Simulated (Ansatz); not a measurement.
# Hf2Pd2Se2Br2O3 (Cm) in Ansatz: convergence with k mesh

Aim: find how far k mesh must go before the results for Hf2Pd2Se2Br2O3 settle, at PBE. This setting moves, with any that are tied to it; all else stays.

Program: Ansatz 0.2.0. These are calculated values, not measurements. Logs are shortened: lines on timing, memory, paths and dates and some standing lists are left out, and cuts for length are marked.

### 1 Starting point

The structure is monoclinic, space group Cm (No. 8). Conventional cell: a = 15.354 Å, b = 3.419 Å, c = 13.208 Å, α = 90.00°, β = 107.63°, γ = 90.00°. Hf (site symmetry m) is surrounded by 3 O at 1.97 to 2.13 Å. Hf (site symmetry m) is surrounded by 3 O at 1.87 to 2.09 Å. Pd (site symmetry m) has 2 O at 2.23 Å and 2 Se at 2.41 Å as nearest neighbours. Around Pd (site symmetry m) lie 4 Se at 2.42 to 2.60 Å. Se (site symmetry m) is surrounded by 2 Pd at 2.42 Å and 1 Hf at 2.76 Å. Se (site symmetry m) has 4 Pd at 2.41 to 2.60 Å as nearest neighbours. Br (site symmetry m) is surrounded by 3 Hf at 2.82 to 3.06 Å and 3 O at 3.21 to 3.22 Å. Br (site symmetry m) is surrounded by 2 Hf at 2.73 Å.

The cell was built by a generator and needn't be a form met in nature.

### 2 With k mesh 3 × 3 × 1

Contents of input.yaml:

```yaml
crystal:
  lattice:
    - [7.67722, -1.70971, 0.0]
    - [7.67722, 1.70971, 0.0]
    - [-3.99941, 0.0, 12.58754]
  atoms:
    - { symbol: Hf, position: [0.05486, 0.05486, 0.93856] }
    - { symbol: Hf, position: [0.39372, 0.39372, 0.71691] }
    - { symbol: Pd, position: [0.8208, 0.8208, 0.49036] }
    - { symbol: Pd, position: [0.67714, 0.67714, 0.25693] }
    - { symbol: Se, position: [0.07768, 0.07768, 0.15435] }
    - { symbol: Se, position: [0.21009, 0.21009, 0.412] }
    - { symbol: Br, position: [0.41355, 0.41355, 0.9548] }
    - { symbol: Br, position: [0.75396, 0.75396, 0.71349] }
    - { symbol: O, position: [0.40299, 0.40299, 0.57873] }
    - { symbol: O, position: [0.61446, 0.61446, 0.92698] }
    - { symbol: O, position: [0.96906, 0.96906, 0.77831] }
hamiltonian:
  xc: pbe
  pseudopotentials: { kind: paw }
kpoints:
  mp_grid: { grid: [3, 3, 1] }
scf:
  occupations: { method: fermi_dirac, width: 0.05 }
output:
  forces: true
  stress: true
  eigenvalues: true
```

Potentials or basis: Ansatz PAW.

Started as:

```console
> ansatz run input.yaml --threads 8 --pin off --max-ram 20480MiB --backend cpu --events-out ev --progress --plain --runs-dir out
```

Standard output:

```text
Warning: RAYON_NUM_THREADS=8 ignored (pool sized by the plan → 8); use --threads N
basis.fft_grid_basis auto: the FFT boxes are laid along the combinations [[1, -1, 0], [0, 1, 0], [0, 0, 1]] of the cell's own vectors, 3.419, 7.865 and 13.208 Å long. The dense box has 24×54×90 points. Along the cell's own vectors, as sized, it would have 54×54×90, 2.25 times as many. Of the 2 symmetry operations that the crystal satisfies within crystal.symmetry.tolerance (time reversal apart; of a slab, those that keep its plane) the dense box along the cell's own vectors carries 2, and the one as laid loses 1 of those. basis.fft_grid_basis: typed keeps the cell's own vectors: state it where this run's energies or levels are differenced outside the engine with another run's, or held beside a run that keeps those vectors.
Engine: ansatz 0.2.0, aarch64-unknown-linux-gnu
Pseudopotentials: kind: paw
Pseudopotential: Hf, paw, valence charge 26, recommended cutoff 420 eV (normal), Hf.paw.azcp
Pseudopotential: Pd, paw, valence charge 18, recommended cutoff 420 eV (normal), Pd.paw.azcp
Pseudopotential: Se, paw, valence charge 16, recommended cutoff 420 eV (normal), Se.paw.azcp
Pseudopotential: Br, paw, valence charge 7, recommended cutoff 420 eV (normal), Br.paw.azcp
Pseudopotential: O, paw, valence charge 6, recommended cutoff 420 eV (normal), O.paw.azcp
Functional definition: PBE
  parameter kappa = 0.804
  parameter beta = 0.06672455060314922
  exchange = pbe_x(kappa = kappa, mu = beta*pi^2/3)
  correlation = pbe_c(beta = beta)
Crystal: 11 atoms, lattice volume = 330.444 Å³
Basis set: ecut = 420 eV, 6459 PW (Γ), FFT grids on a1−a2, a2, a3, exchange–correlation on 48×108×180 points (8 copies of the dense FFT grid, shifted against one another)
Bands: 92, of which v1, the nominal top of the filled ones, is band 76 counted from 1 (75 counted from 0)
Symmetry: 2 space group operations
[... 52 lines left out ...]
--- Forces (eV/Å), atoms counted from 1 ---
  atom   1  Hf     0.03691776     0.00000000     0.02909532
  atom   2  Hf    -0.02669042     0.00000000     0.08086368
  atom   3  Pd    -0.01661840     0.00000000    -0.02352069
  atom   4  Pd     0.18387903     0.00000000     0.38169571
  atom   5  Se    -0.11711422     0.00000000    -0.12798245
  atom   6  Se    -0.00883776     0.00000000    -0.18042042
  atom   7  Br    -0.06072059     0.00000000    -0.09327199
  atom   8  Br     0.03670588     0.00000000    -0.00893260
  atom   9  O      0.01586285     0.00000000    -0.01430816
  atom  10  O      0.00638221     0.00000000    -0.00322009
  atom  11  O     -0.04977506     0.00000000    -0.03990213
  max |Σ_I F_I| component: 9.62e-5 eV/Å
--- Stress (GPa, compression-positive) ---
        0.116805       0.000000       0.150037
        0.000000       0.043772       0.000000
        0.150038       0.000000       0.018514
  P = ⅓ Tr σ = 0.0597 GPa (0.597 kbar)
--- Band table (eV) ---
  k-point 0: bands = ["-79.0026", "-78.9629", "-57.9141", "-57.8938", "-45.0022", "-44.9644", "-44.9257", "-44.9165", "-44.3090", "-44.2932", "-43.0478", "-43.0475", "-42.9917", "-42.9827", "-42.9665", "-42.5684", "-42.5655", "-42.4688", "-42.4226", "-42.4029", "-26.8287", "-26.7133", "-26.7093", "-26.5862", "-26.5550", "-26.4731", "-14.4450", "-13.6763", "-12.9793", "-10.6769", "-10.5263", "-8.5681", "-7.9222", "-7.8491", "-7.8425", "-7.8128", "-7.8068", "-7.7966", "-7.7937", "-7.7871", "-7.7735", "-7.7724", "-7.7571", "-7.7314", "-7.7231", "-7.7220", "-7.6751", "-1.7137", "-0.8439", "-0.7374", "-0.6330", "-0.3163", "-0.1609", "-0.0207", "0.2324", "0.8073", "0.9624", "1.1781", "1.1926", "1.2704", "1.3258", "1.6954", "1.9509", "2.0374", "2.3547", "2.4250", "2.6379", "3.0586", "3.1514", "3.1750", "3.3505", "3.6404", "3.6414", "4.0671", "4.3206", "4.5756", "5.9273", "6.7996", "7.2644", "7.6120", "7.7953", "8.0011", "8.1431", "8.2022", "8.5680", "8.7801", "9.3172", "9.8616"]
  k-point 1: bands = ["-79.0020", "-78.9623", "-57.9074", "-57.8864", "-45.0158", "-44.9639", "-44.9386", "-44.9171", "-44.3082", "-44.2922", "-43.0476", "-43.0463", "-42.9918", "-42.9821", "-42.9666", "-42.5673", "-42.5653", "-42.4690", "-42.4227", "-42.4025", "-26.8523", "-26.8305", "-26.7334", "-26.6773", "-26.6522", "-26.5730", "-14.1722", "-13.0888", "-12.9170", "-10.3624", "-10.2568", "-8.0613", "-7.8590", "-7.8386", "-7.8353", "-7.8186", "-7.8040", "-7.7952", "-7.7905", "-7.7848", "-7.7783", "-7.7654", "-7.7587", "-7.7427", "-7.7234", "-7.7095", "-7.4973", "-1.3233", "-0.9804", "-0.5484", "-0.4929", "-0.2847", "0.0119", "0.1136", "0.2150", "0.3465", "0.4768", "0.8429", "1.0739", "1.1259", "1.3010", "1.3540", "1.6701", "1.7806", "1.9338", "2.0647", "2.2695", "2.6178", "2.9228", "3.1321", "3.3211", "3.6300", "3.7275", "3.9639", "4.2594", "4.4318", "5.8463", "6.0359", "7.0219", "7.4257", "7.6721", "8.1281", "8.4112", "8.7025", "9.1612", "9.3629", "9.5222", "9.7128"]
  k-point 2: bands = ["-79.0026", "-78.9629", "-57.9141", "-57.8938", "-45.0022", "-44.9644", "-44.9257", "-44.9165", "-44.3090", "-44.2931", "-43.0478", "-43.0475", "-42.9917", "-42.9827", "-42.9665", "-42.5684", "-42.5655", "-42.4688", "-42.4226", "-42.4029", "-26.8287", "-26.7133", "-26.7093", "-26.5862", "-26.5550", "-26.4731", "-14.4447", "-13.6762", "-12.9792", "-10.6790", "-10.5254", "-8.5669", "-7.9213", "-7.8491", "-7.8425", "-7.8126", "-7.8065", "-7.7966", "-7.7960", "-7.7871", "-7.7734", "-7.7684", "-7.7571", "-7.7398", "-7.7220", "-7.7193", "-7.6756", "-1.7017", "-0.7801", "-0.7375", "-0.5902", "-0.3416", "-0.1603", "-0.0192", "0.1455", "0.6931", "0.9208", "1.1753", "1.1815", "1.2758", "1.4707", "1.6589", "1.9452", "2.1313", "2.3638", "2.3777", "2.6312", "3.0207", "3.1295", "3.1911", "3.2933", "3.6420", "3.7008", "4.0519", "4.3318", "4.5103", "5.9403", "6.7981", "7.2164", "7.7321", "7.9978", "8.0649", "8.2015", "8.4935", "8.7503", "8.8297", "9.3607", "9.5414"]
  k-point 3: bands = ["-79.0020", "-78.9623", "-57.9074", "-57.8864", "-45.0158", "-44.9639", "-44.9386", "-44.9171", "-44.3082", "-44.2922", "-43.0476", "-43.0463", "-42.9918", "-42.9821", "-42.9666", "-42.5673", "-42.5653", "-42.4690", "-42.4227", "-42.4025", "-26.8523", "-26.8305", "-26.7334", "-26.6773", "-26.6522", "-26.5730", "-14.1722", "-13.0888", "-12.9170", "-10.3623", "-10.2567", "-8.0612", "-7.8590", "-7.8384", "-7.8354", "-7.8186", "-7.8039", "-7.7952", "-7.7905", "-7.7849", "-7.7782", "-7.7652", "-7.7587", "-7.7423", "-7.7240", "-7.7095", "-7.4974", "-1.3304", "-0.9910", "-0.5392", "-0.4820", "-0.2975", "0.0593", "0.0878", "0.2495", "0.3097", "0.5114", "0.7970", "1.0473", "1.0977", "1.3370", "1.4586", "1.6145", "1.7942", "1.9221", "1.9729", "2.2716", "2.6460", "2.9426", "3.1298", "3.3427", "3.6152", "3.7306", "3.9405", "4.2615", "4.4358", "5.8441", "6.0295", "7.0075", "7.4474", "7.6297", "8.1143", "8.4256", "8.7301", "9.1392", "9.4758", "9.5937", "9.7996"]
```

Run time: 2.5 s. Hardware: 8 threads of Arm Neoverse V1, shared host; peak memory 0.91 GiB.

Results:

| Item | Value |
| --- | --- |
| Free energy | -63604.8738 eV |
| Pressure | 0.1 GPa |
| Largest force | 0.424 eV/Å |
| Band gap on the k mesh | 1.27 eV, indirect (least direct gap 1.35 eV) |

### 3 With k mesh 4 × 4 × 1

input.yaml: that of step 2 with these lines changed.

```diff
@@ -21,3 +21,3 @@
 kpoints:
-  mp_grid: { grid: [3, 3, 1] }
+  mp_grid: { grid: [4, 4, 1] }
 scf:
```

Potentials or basis: Ansatz PAW.

Started as:

```console
> ansatz run input.yaml --threads 8 --pin off --max-ram 20480MiB --backend cpu --events-out ev --progress --plain --runs-dir out
```

Wall time 3.3 s (8 threads of Arm Neoverse V1, shared host); peak memory 1.1 GiB.

What came out:

```yaml
Free_energy: -63604.8196 eV
Pressure: 0.0 GPa
Largest_force: 0.072 eV/Å
Band_gap_on_the_k_mesh: 0.89 eV, direct
```

### 4 With k mesh 5 × 5 × 2

input.yaml: that of step 3 with these lines changed.

```diff
@@ -21,3 +21,3 @@
 kpoints:
-  mp_grid: { grid: [4, 4, 1] }
+  mp_grid: { grid: [5, 5, 2] }
 scf:
```

Started as:

```console
> ansatz run input.yaml --threads 8 --pin off --max-ram 20480MiB --backend cpu --events-out ev --progress --plain --runs-dir out
```

It took 8.4 s on 8 threads of Arm Neoverse V1, shared host; peak memory 1.6 GiB.

Results:

```yaml
Free_energy: -63604.8144 eV
Pressure: 0.0 GPa
Largest_force: 0.195 eV/Å
Band_gap_on_the_k_mesh: 0.64 eV, direct
```

### 5 With k mesh 6 × 6 × 2

input.yaml: that of step 4 with these lines changed.

```diff
@@ -21,3 +21,3 @@
 kpoints:
-  mp_grid: { grid: [5, 5, 2] }
+  mp_grid: { grid: [6, 6, 2] }
 scf:
```

Started as:

```console
> ansatz run input.yaml --threads 8 --pin off --max-ram 20480MiB --backend cpu --events-out ev --progress --plain --runs-dir out
```

Run time: 11 s. Hardware: 8 threads of Arm Neoverse V1, shared host; peak memory 1.7 GiB.

Results:

```
Free energy            : -63604.8306 eV
Pressure               : 0.0 GPa
Largest force          : 0.126 eV/Å
Band gap on the k mesh : 0.66 eV, indirect (least direct gap 0.67 eV)
```

### 6 With k mesh 7 × 7 × 2

input.yaml: that of step 5 with these lines changed.

```diff
@@ -21,3 +21,3 @@
 kpoints:
-  mp_grid: { grid: [6, 6, 2] }
+  mp_grid: { grid: [7, 7, 2] }
 scf:
```

Potentials or basis: Ansatz PAW.

Started as:

```console
> ansatz run input.yaml --threads 8 --pin off --max-ram 20480MiB --backend cpu --events-out ev --progress --plain --runs-dir out
```

It took 15 s on 8 threads of Arm Neoverse V1, shared host; peak memory 1.7 GiB.

Results (log left out):

* Free energy: -63604.8413 eV
* Pressure: 0.0 GPa
* Largest force: 0.023 eV/Å
* Band gap on the k mesh: 0.75 eV, indirect (least direct gap 0.78 eV)

### 7 With k mesh 9 × 9 × 3

input.yaml: that of step 6 with these lines changed.

```diff
@@ -21,3 +21,3 @@
 kpoints:
-  mp_grid: { grid: [7, 7, 2] }
+  mp_grid: { grid: [9, 9, 3] }
 scf:
```

Started as:

```console
> ansatz run input.yaml --threads 8 --pin off --max-ram 20480MiB --backend cpu --events-out ev --progress --plain --runs-dir out
```

Run time: 33 s. Hardware: 8 threads of Arm Neoverse V1, shared host; peak memory 2.3 GiB.

Results (log left out):

- Free energy: -63604.8404 eV
- Pressure: 0.0 GPa
- Largest force: 0.025 eV/Å
- Band gap on the k mesh: 0.72 eV, direct

### 8 With k mesh 11 × 11 × 3

input.yaml: that of step 7 with these lines changed.

```diff
@@ -21,3 +21,3 @@
 kpoints:
-  mp_grid: { grid: [9, 9, 3] }
+  mp_grid: { grid: [11, 11, 3] }
 scf:
```

Started as:

```console
> ansatz run input.yaml --threads 8 --pin off --max-ram 20480MiB --backend cpu --events-out ev --progress --plain --runs-dir out
```

Run time: 48 s. Hardware: 8 threads of Arm Neoverse V1, shared host; peak memory 2.7 GiB.

It converged, with:

* Free energy: -63604.8395 eV
* Pressure: 0.0 GPa
* Largest force: 0.045 eV/Å
* Band gap on the k mesh: 0.64 eV, direct

### 9 With k mesh 13 × 13 × 4

input.yaml: that of step 8 with these lines changed.

```diff
@@ -21,3 +21,3 @@
 kpoints:
-  mp_grid: { grid: [11, 11, 3] }
+  mp_grid: { grid: [13, 13, 4] }
 scf:
```

Potentials or basis: Ansatz PAW.

Started as:

```console
> ansatz run input.yaml --threads 8 --pin off --max-ram 20480MiB --backend cpu --events-out ev --progress --plain --runs-dir out
```

Wall time 89 s (8 threads of Arm Neoverse V1, shared host); peak memory 4 GiB.

Results (log left out):

```
Free energy            : -63604.8401 eV
Pressure               : 0.0 GPa
Largest force          : 0.034 eV/Å
Band gap on the k mesh : 0.71 eV, indirect (least direct gap 0.73 eV)
```

### 10 Summary

| k mesh | energy less the tightest run, at zero smearing (meV/atom) | pressure (GPa) | largest force (eV/Å) | gap on the mesh (eV) | SCF cycles | CPU time (s) | peak memory (GiB) |
| --- | --- | --- | --- | --- | --- | --- | --- |
| 3 × 3 × 1 | -3.08 | 0.06 | 0.424 | 1.268 | 10 | 16 | 0.91 |
| 4 × 4 × 1 | 1.86 | 0.04 | 0.072 | 0.888 | 10 | 23 | 1.1 |
| 5 × 5 × 2 | 2.35 | 0.02 | 0.195 | 0.640 | 10 | 64 | 1.6 |
| 6 × 6 × 2 | 0.87 | 0.01 | 0.126 | 0.662 | 10 | 85 | 1.7 |
| 7 × 7 × 2 | -0.12 | 0.01 | 0.023 | 0.754 | 10 | 120 | 1.7 |
| 9 × 9 × 3 | -0.03 | 0.00 | 0.025 | 0.717 | 10 | 260 | 2.3 |
| 11 × 11 × 3 | 0.06 | 0.00 | 0.045 | 0.639 | 10 | 380 | 2.7 |
| 13 × 13 × 4 | 0.00 | 0.00 | 0.034 | 0.708 | 10 | 700 | 4 |

Against the tightest run, the energy stays within 1 meV/atom from 6 × 6 × 2 on; the pressure stays within 0.1 GPa from 3 × 3 × 1 on. Not settled before the last step: the largest force (to 0.005 eV/Å), the gap on the mesh (to 0.01 eV). Meshes of other sizes hit other points, so gaps and Fermi surfaces needn't settle smoothly. The tightest run that finished is the yardstick and may itself not be fully converged.

Caveats: odd divisions of the mesh miss points on the zone boundary, where band edges often lie, so the gap on the mesh can be too wide; spin-orbit coupling is left out, which moves the levels of the heavy elements.
